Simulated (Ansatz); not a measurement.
# CH8SSi2: small, medium and large basis sets

An exercise on one series of results from a longer session: the logs are not shown, and one member is left open.

The runs use Ansatz 0.2.0, Gaussian basis; one geometry, several basis sets.

Levels to be run: PBE0-D4/def2-SVP; ωB97M-V/def2-SVP; PBE0-D4/def2-QZVPP; ωB97M-V/def2-QZVPP; the functionals' def2-TZVPP values are taken from earlier runs.

**The relaxed structure**

All runs share one geometry, relaxed beforehand with PBE0-D4 in a triple-zeta def2 set.

12 atoms, charge 0, spin multiplicity 1.

Atoms are counted from 1 here; the program's logs count them from 0.

Bond lengths: C1–Si2 1.862 Å, C1–H5 1.092 Å, C1–H6 1.092 Å, C1–H7 1.093 Å, Si2–S3 2.144 Å, Si2–H8 1.488 Å, Si2–H9 1.488 Å, S3–Si4 2.133 Å, Si4–H10 1.486 Å, Si4–H11 1.483 Å, Si4–H12 1.486 Å. Angles: Si2–C1–H5 110.7°, Si2–C1–H6 110.7°, Si2–C1–H7 110.1°, H5–C1–H6 108.5°, H5–C1–H7 108.4°, H6–C1–H7 108.4°, C1–Si2–S3 107.6°, C1–Si2–H8 111.3°, C1–Si2–H9 111.3°, S3–Si2–H8 109.4°, S3–Si2–H9 109.4°, H8–Si2–H9 107.9°, Si2–S3–Si4 98.4°, S3–Si4–H10 111.0°, S3–Si4–H11 106.4°, S3–Si4–H12 111.0°, H10–Si4–H11 109.9°, H10–Si4–H12 108.7° and more.

Set-up of the first run:

in.yaml reads:

```yaml
crystal:
  periodic: [false, false, false]
  atoms:
    - {symbol: C, position_ang: [-0.320651, 2.321298, 0.535114]}
    - {symbol: Si, position_ang: [-0.502807, 0.565021, -0.057040]}
    - {symbol: S, position_ang: [1.299924, -0.479595, 0.449028]}
    - {symbol: Si, position_ang: [0.784456, -2.390719, -0.346260]}
    - {symbol: H, position_ang: [0.531824, 2.804618, 0.053681]}
    - {symbol: H, position_ang: [-0.169617, 2.350605, 1.616052]}
    - {symbol: H, position_ang: [-1.220859, 2.893602, 0.297305]}
    - {symbol: H, position_ang: [-0.708679, 0.509370, -1.529561]}
    - {symbol: H, position_ang: [-1.661381, -0.106681, 0.591235]}
    - {symbol: H, position_ang: [0.531574, -2.309085, -1.807895]}
    - {symbol: H, position_ang: [1.942271, -3.279479, -0.084233]}
    - {symbol: H, position_ang: [-0.428958, -2.934155, 0.316572]}
basis:
  gaussian: {orbitals: def2-SVP}
hamiltonian: {xc: pbe0, dispersion: d4}
output: {orbitals: {seedname: orbitals}}
```

Steps of the session up to this table: PBE0-D4 in def2-SVP; ωB97M-V in def2-SVP; PBE0-D4 in def2-QZVPP; ωB97M-V in def2-QZVPP.

One table of the session follows, with a row left open; its other results are not shown here.

It belongs to the step «Functionals by basis». 

| functional | basis | HOMO (eV) | LUMO (eV) |
| --- | --- | --- | --- |
| PBE0-D4 | def2-SVP | -7.29 | 0.41 |
| PBE0-D4 | def2-TZVPP | -7.36 | 0.11 |
| PBE0-D4 | def2-QZVPP | -7.38 | -0.03 |
| ωB97M-V | def2-SVP | ? | ? |
| ωB97M-V | def2-TZVPP | -9.53 | 1.83 |
| ωB97M-V | def2-QZVPP | -9.55 | 1.33 |

**Question.** Estimate the row for ωB97M-V, def2-SVP.

The run gave: HOMO (eV): -9.41; LUMO (eV): 2.32. In the column «HOMO (eV)» it lies between ωB97M-V, def2-TZVPP (-9.53) and PBE0-D4, def2-QZVPP (-7.38).
